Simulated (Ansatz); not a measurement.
**B3LYP/6-31G(d) (spherical functions) run of GaSiH4F (SMILES [F][GaH][SiH3])**

What is the electronic atomisation energy of GaSiH4F at B3LYP/6-31G* (spherical functions)? 

Program for the calculation: Ansatz 0.2.0.

64 further runs of the same task are left out: 64 set aside as unsound or not needed.

## (1) The structure to begin with

GaSiH4F: 7 atoms, total charge 0, spin state singlet. As SMILES, `[F][GaH][SiH3]`. The coordinates come from a PBE0-D4/def2-TZVP relaxation.

Bond lengths: F1–Ga2 1.766 Å, Ga2–Si3 2.406 Å, Ga2–H4 1.565 Å, Si3–H5 1.487 Å, Si3–H6 1.487 Å, Si3–H7 1.487 Å. Angles: F1–Ga2–Si3 112.7°, F1–Ga2–H4 112.3°, Si3–Ga2–H4 135.0°, Ga2–Si3–H5 109.4°, Ga2–Si3–H6 111.2°, Ga2–Si3–H7 109.6°, H5–Si3–H6 108.8°, H5–Si3–H7 108.9°, H6–Si3–H7 108.9°.

## (2) A single-point energy at B3LYP/6-31G(d) (spherical functions)

File run.yaml:

```yaml
crystal:
  periodic: [false, false, false]
  atoms:
    - {symbol: F, position_ang: [0.231600, -2.152100, 1.342200]}
    - {symbol: Ga, position_ang: [0.019100, -0.400000, 1.279300]}
    - {symbol: Si, position_ang: [-0.029700, 0.450800, -0.970800]}
    - {symbol: H, position_ang: [-0.096900, 0.235400, 2.704700]}
    - {symbol: H, position_ang: [-1.196100, -0.125700, -1.691600]}
    - {symbol: H, position_ang: [-0.144400, 1.933400, -0.983000]}
    - {symbol: H, position_ang: [1.216400, 0.058100, -1.680800]}
basis:
  gaussian:
    orbitals: 6-31G_st_-spherical.json
hamiltonian:
  xc: {name: B3LYP}
accuracy: high
output: {orbitals: {seedname: orbitals}}
```

The basis set 6-31G* is read from a file made from the Basis Set Exchange's data (not shown).

Run with:

```sh
ansatz run run.yaml --threads 1 --pin off --max-ram 3480MiB --events-out events.jsonl --progress --plain --runs-dir runs
```

Output:

```text
Warning: RAYON_NUM_THREADS=1 ignored (pool sized by the plan → 1); use --threads N
Functional definition: B3LYP
  name "B3LYP"
  parameter a0 = 0.2
  parameter ax = 0.72
  parameter ac = 0.81
  exchange = (1 - a0 - ax)*slater_x + ax*b88_x + a0*exact_x
  correlation = (1 - ac)*vwn_rpa_c + ac*lyp_c
1512 factors; integrals over basis functions are off by at most 1.1e-8 eV
mean field evaluation 1: about -63029.3853 eV, gradient 4.1e1 eV
mean field evaluation 2: about -63014.8558 eV, gradient 1.0e2 eV
mean field evaluation 4: about -63032.1045 eV, gradient 5.2e0 eV
mean field evaluation 8: about -63032.2207 eV, gradient 1.6e-1 eV
mean field evaluation 16: about -63032.2208 eV, gradient 4.5e-6 eV
mean field -63032.22076992 eV, -2316.3913885207 hartree, gradient 3.4e-8 eV, S^2 0.000000; 0 other end points of the search recorded, 0 dependent functions left out
reference -63032.22081337 eV, -2316.3913901174 hartree; 29, 29 occupied and 43, 43 virtual orbitals, 1512 factors
Total energy: -63032.22081337 eV, -2316.3913901174 hartree
```

It took 7.2 s on 1 thread of Arm Neoverse V1, shared host; peak memory 0.23 GiB.

## (3) The F atom, same level

File in.yaml:

```yaml
crystal:
  periodic: [false, false, false]
  atoms:
    - {symbol: F, position_ang: [0.000000, 0.000000, 0.000000]}
basis:
  gaussian:
    orbitals: 6-31G_st_-spherical.json
magnetization:
  spin_polarized: true
  initial_magnetization: 1
hamiltonian:
  xc: {name: B3LYP}
accuracy: high
```

The basis set 6-31G* is read from a file made from the Basis Set Exchange's data (not shown).

Run with:

```sh
ansatz run in.yaml --threads 1 --pin off --max-ram 3480MiB --events-out events.jsonl --progress --plain --runs-dir runs
```

Output:

```text
Warning: RAYON_NUM_THREADS=1 ignored (pool sized by the plan → 1); use --threads N
Functional definition: B3LYP
  name "B3LYP"
  parameter a0 = 0.2
  parameter ax = 0.72
  parameter ac = 0.81
  exchange = (1 - a0 - ax)*slater_x + ax*b88_x + a0*exact_x
  correlation = (1 - ac)*vwn_rpa_c + ac*lyp_c
93 factors; integrals over basis functions are off by at most 1.9e-9 eV
mean field evaluation 1: about -2713.3131 eV, gradient 4.3e0 eV
mean field evaluation 2: about -2713.3547 eV, gradient 2.5e0 eV
mean field evaluation 4: about -2713.3719 eV, gradient 1.3e-2 eV
mean field evaluation 8: about -2713.3719 eV, gradient 1.2e-4 eV
mean field -2713.37188650 eV, -99.7145776393 hartree, gradient 7.3e-9 eV, S^2 0.750949; 0 other end points of the search recorded, 0 dependent functions left out
reference -2713.37189463 eV, -99.7145779380 hartree; 5, 4 occupied and 9, 10 virtual orbitals, 93 factors
Total energy: -2713.37189463 eV, -99.7145779380 hartree
```

Run time: 0.32 s. Hardware: 1 thread of Arm Neoverse V1, shared host.

## (4) The Ga atom, same level

File in.yaml:

```yaml
crystal:
  periodic: [false, false, false]
  atoms:
    - {symbol: Ga, position_ang: [0.000000, 0.000000, 0.000000]}
basis:
  gaussian:
    orbitals: 6-31G_st_-spherical.json
accuracy: high
hamiltonian:
  xc: {name: B3LYP}
magnetization:
  spin_polarized: true
  initial_magnetization: 1
```

The basis set 6-31G* is read from a file made from the Basis Set Exchange's data (not shown).

Run the same way, it converges to -1924.58741 Eh (log not shown).

## (5) The H atom, same level

File run.yaml:

```yaml
crystal:
  periodic: [false, false, false]
  atoms:
    - symbol: H
      position_ang: [0.000000, 0.000000, 0.000000]
basis:
  gaussian: {orbitals: "6-31G*"}
magnetization: {spin_polarized: true, initial_magnetization: 1}
hamiltonian: {xc: {name: B3LYP}}
accuracy: high
```

Run the same way, it converges to -0.50027 Eh (log not shown).

## (6) The Si atom, same level

File in.yaml:

```yaml
crystal:
  periodic: [false, false, false]
  atoms:
    - {symbol: Si, position_ang: [0.000000, 0.000000, 0.000000]}
basis:
  gaussian:
    orbitals: 6-31G_st_-spherical.json
hamiltonian:
  xc: {name: B3LYP}
accuracy: high
magnetization:
  spin_polarized: true
  initial_magnetization: 2
```

The basis set 6-31G* is read from a file made from the Basis Set Exchange's data (not shown).

Run the same way, it converges to -289.36979 Eh (log not shown).

## (7) Results

At B3LYP/6-31G* (spherical functions):

| quantity | value |
| --- | --- |
| molecule: total energy | -2316.39139 Eh |
| molecule: HOMO energy | -7.69 eV |
| molecule: LUMO energy | -2.02 eV |
| molecule: HOMO–LUMO gap | 5.67 eV |
| F atom: total energy | -99.71458 Eh |
| F atom: ⟨S²⟩ | 0.751 |
| Ga atom: total energy | -1924.58741 Eh |
| Ga atom: ⟨S²⟩ | 0.752 |
| H atom: total energy | -0.50027 Eh |
| H atom: ⟨S²⟩ | 0.750 |
| Si atom: total energy | -289.36979 Eh |
| Si atom: ⟨S²⟩ | 2.002 |
| electronic atomisation energy | 19.552 eV |

In words: Taking the molecule apart into free atoms costs 19.55 eV (451 kcal/mol), before zero-point energy and without spin-orbit coupling.
